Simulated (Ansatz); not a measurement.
# BLYP/STO-3G run of BNH4 (SMILES BN)

Aim: the electronic atomisation energy of BNH4 at BLYP/STO-3G, from 4 runs. 

The results are computed with Ansatz 0.2.0.

47 further runs of the same task are left out: 47 set aside as unsound or not needed.

### Step 1. The structure to begin with

BNH4 has 6 atoms, charge 0, and is taken as a singlet. As SMILES, `BN`. The shape is that of a PBE0-D4/def2-TZVP optimisation.

Bond lengths: B1–N2 1.385 Å, B1–H3 1.197 Å, B1–H4 1.197 Å, N2–H5 1.006 Å, N2–H6 1.006 Å. Angles: B1–N2–H5 123.2°, B1–N2–H6 123.2°, N2–B1–H3 119.0°, N2–B1–H4 119.0°, H5–N2–H6 113.5°, H3–B1–H4 122.0°.

### Step 2. A single-point energy at BLYP/STO-3G

The input, job.yaml:

```yaml
crystal:
  periodic: [false, false, false]
  atoms:
    - {symbol: B, position_ang: [-0.128200, -0.679600, -0.025600]}
    - {symbol: N, position_ang: [0.146100, 0.677400, 0.010800]}
    - {symbol: H, position_ang: [0.225800, -1.368000, 0.887500]}
    - {symbol: H, position_ang: [-0.712000, -1.128700, -0.969200]}
    - {symbol: H, position_ang: [-0.121600, 1.313700, -0.720800]}
    - {symbol: H, position_ang: [0.632000, 1.121400, 0.771300]}
basis:
  gaussian: {orbitals: STO-3G}
hamiltonian: {xc: {name: BLYP}}
accuracy: high
```

Run with:

```sh
ansatz run job.yaml --threads 1 --pin off --max-ram 2610MiB --events-out events.jsonl --progress --plain --runs-dir runs
```

Output:

```text
Warning: RAYON_NUM_THREADS=1 ignored (pool sized by the plan → 1); use --threads N
Functional definition: BLYP
  name "BLYP"
  parameter beta = 0.0042
  parameter a = 0.04918
  parameter b = 0.132
  parameter c = 0.2533
  parameter d = 0.349
  exchange = b88_x(beta = beta)
  correlation = lyp_c(a = a, b = b, c = c, d = d)
230 factors; integrals over basis functions are off by at most 7.8e-9 eV
mean field evaluation 1: about -2202.1584 eV, gradient 9.2e0 eV
mean field evaluation 2: about -2202.0251 eV, gradient 1.2e1 eV
mean field evaluation 4: about -2202.4215 eV, gradient 1.4e-1 eV
mean field evaluation 8: about -2202.3587 eV, gradient 5.3e-3 eV
mean field evaluation 16: about -2202.3587 eV, gradient 1.5e-8 eV
mean field -2202.35867808 eV, -80.9351886073 hartree, gradient 1.5e-8 eV, S^2 0.000000; 0 other end points of the search recorded, 0 dependent functions left out
reference -2202.35871407 eV, -80.9351899299 hartree; 8, 8 occupied and 6, 6 virtual orbitals, 230 factors
Total energy: -2202.35871407 eV, -80.9351899299 hartree
```

Run time: 0.8 s. Hardware: 1 thread of Arm Neoverse V1, shared host.

### Step 3. The B atom, same level

The input, in.yaml:

```yaml
crystal:
  periodic: [false, false, false]
  atoms:
    - {symbol: B, position_ang: [0.000000, 0.000000, 0.000000]}
basis:
  gaussian: {orbitals: STO-3G}
magnetization: {spin_polarized: true, initial_magnetization: 1}
hamiltonian: {xc: {name: BLYP}}
accuracy: high
```

Run with:

```sh
ansatz run in.yaml --threads 1 --pin off --max-ram 2610MiB --events-out events.jsonl --progress --plain --runs-dir runs
```

Output:

```text
Warning: RAYON_NUM_THREADS=1 ignored (pool sized by the plan → 1); use --threads N
Functional definition: BLYP
  name "BLYP"
  parameter beta = 0.0042
  parameter a = 0.04918
  parameter b = 0.132
  parameter c = 0.2533
  parameter d = 0.349
  exchange = b88_x(beta = beta)
  correlation = lyp_c(a = a, b = b, c = c, d = d)
15 factors; integrals over basis functions are off by at most 8.9e-10 eV
mean field evaluation 1: about -660.3089 eV, gradient 6.2e-7 eV
mean field evaluation 2: about -660.3090 eV, gradient 2.6e-6 eV
mean field evaluation 4: about -660.3090 eV, gradient 7.2e-7 eV
mean field evaluation 8: about -660.3086 eV, gradient 7.7e-7 eV
mean field evaluation 16: about -660.3089 eV, gradient 2.8e-2 eV
mean field evaluation 32: about -660.3090 eV, gradient 3.9e-8 eV
mean field -660.30895332 eV, -24.2659064610 hartree, gradient 2.2e-23 eV, S^2 0.750000; 16 other end points of the search recorded, 0 dependent functions left out
reference -660.30897760 eV, -24.2659073534 hartree; 3, 2 occupied and 2, 3 virtual orbitals, 15 factors
Total energy: -660.30897760 eV, -24.2659073534 hartree
```

It took 0.86 s on 1 thread of Arm Neoverse V1, shared host.

### Step 4. The H atom at the same level

The input, job.yaml:

```yaml
crystal:
  periodic: [false, false, false]
  atoms:
    - {symbol: H, position_ang: [0.000000, 0.000000, 0.000000]}
basis:
  gaussian:
    orbitals: STO-3G
accuracy: high
magnetization:
  spin_polarized: true
  initial_magnetization: 1
hamiltonian:
  xc: {name: BLYP}
```

Run the same way, it converges to -0.46274 Eh (log not shown).

### Step 5. The N atom, same level

The input, molecule.yaml:

```yaml
crystal:
  periodic: [false, false, false]
  atoms:
    - {symbol: N, position_ang: [0.000000, 0.000000, 0.000000]}
basis:
  gaussian: {orbitals: STO-3G}
accuracy: high
magnetization: {spin_polarized: true, initial_magnetization: 3}
hamiltonian: {xc: {name: BLYP}}
```

Run the same way, it converges to -53.86051 Eh (log not shown).

### Step 6. What came out

At BLYP/STO-3G:

| quantity | value |
| --- | --- |
| molecule: total energy | -80.93519 Eh |
| B atom: total energy | -24.26591 Eh |
| B atom: ⟨S²⟩ | 0.750 |
| H atom: total energy | -0.46274 Eh |
| H atom: ⟨S²⟩ | 0.750 |
| N atom: total energy | -53.86051 Eh |
| N atom: ⟨S²⟩ | 3.750 |
| electronic atomisation energy | 26.063 eV |

**Reading.** Taking the molecule apart into free atoms costs 26.06 eV (601 kcal/mol), before zero-point energy and without spin-orbit coupling. In a minimal basis such a difference can be off by several eV, whatever the method.
